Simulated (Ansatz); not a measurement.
MoIr4: projected density of states with PBE

MoIr4:

```xyz
5
Lattice="1.3742 0.7934 11.3061 -1.3742 0.7934 11.3061 0.0000 -1.5868 11.3061" Properties=species:S:1:pos:R:3 pbc="T T T"
Ir    0.0000    0.0000   20.3610
Ir    0.0000    0.0000    6.7605
Ir    0.0000    0.0000   27.1578
Ir    0.0000    0.0000   13.5573
Mo    0.0000    0.0000    0.0000
```

The cell comes from a database or a generator and needn't be the stable form of this composition.

```
Program             : Ansatz 0.2.0
Task                : projected density of states
Functional          : PBE
Potentials or basis : Ansatz PAW
Cutoff              : 420 eV (not typed: the program's choice for these potentials)
k mesh              : 11 × 11 × 11
Occupations         : fermi-dirac, width 0.05 eV
Spin                : no spin polarisation
```

```json
{
 "Pressure": "-1.6 GPa",
 "Largest force": "0.067 eV/Å",
 "Band gap on the k mesh": "none (metal or under the smearing width)",
 "Density of states at the Fermi level": "5.07 states/eV per cell"
}
```

Forces in eV/Å, atoms in the order of the input:
```
Ir   0.000  0.000  0.067
Ir   0.000  0.000 -0.004
Ir   0.000  0.000  0.004
Ir   0.000  0.000 -0.067
Mo   0.000  0.000  0.000
```

Stress tensor (GPa, compression positive):
```
-1.50  0.00  0.00
 0.00 -1.50  0.00
 0.00  0.00 -1.87
```

Levels at points of the mesh, in eV from the Fermi level:
```
           k point  band 36  band 37  band 38  band 39  band 40  band 41  band 42  band 43  band 44  band 45
(0.00, 0.00, 0.00)    -2.72    -1.63    -1.63    -1.43    -1.35    -1.02    -1.02    -1.02    -1.02     0.17
```

States per cell in windows of 1 eV (zero at the Fermi level; states under -8 eV left out):
```tsv
from (eV)	total	Ir 5d	Mo 4d	Ir 6s	Mo 5s	Ir 5p
-8.0	1.56	0.65	0.04	0.79	0.05	0.01
-7.0	4.55	3.32	0.18	0.92	0.07	0.02
-6.0	5.16	4.08	0.53	0.26	0.20	0.02
-5.0	5.87	4.67	0.79	0.18	0.08	0.03
-4.0	7.05	5.76	0.68	0.33	0.07	0.03
-3.0	6.16	4.58	1.03	0.25	0.07	0.02
-2.0	6.00	4.49	1.05	0.18	0.07	0.01
-1.0	4.72	3.57	0.81	0.13	0.05	0.01
0.0	5.06	3.88	0.90	0.13	0.05	0.00
1.0	3.91	2.36	1.16	0.19	0.06	0.00
2.0	3.02	1.06	1.45	0.27	0.05	0.00
3.0	1.70	0.42	0.56	0.37	0.05	0.00
4.0	1.57	0.26	0.37	0.46	0.07	0.00
5.0	1.34	0.15	0.14	0.45	0.09	0.00
6.0	1.19	0.10	0.05	0.46	0.08	0.00
7.0	1.64	0.12	0.04	0.66	0.12	0.00
```

Wall time 56 s on 2 threads of Arm Neoverse V1, with other jobs on the host, peak memory 1 GiB.

Spin-orbit coupling is left out, which matters for the levels of Ir.
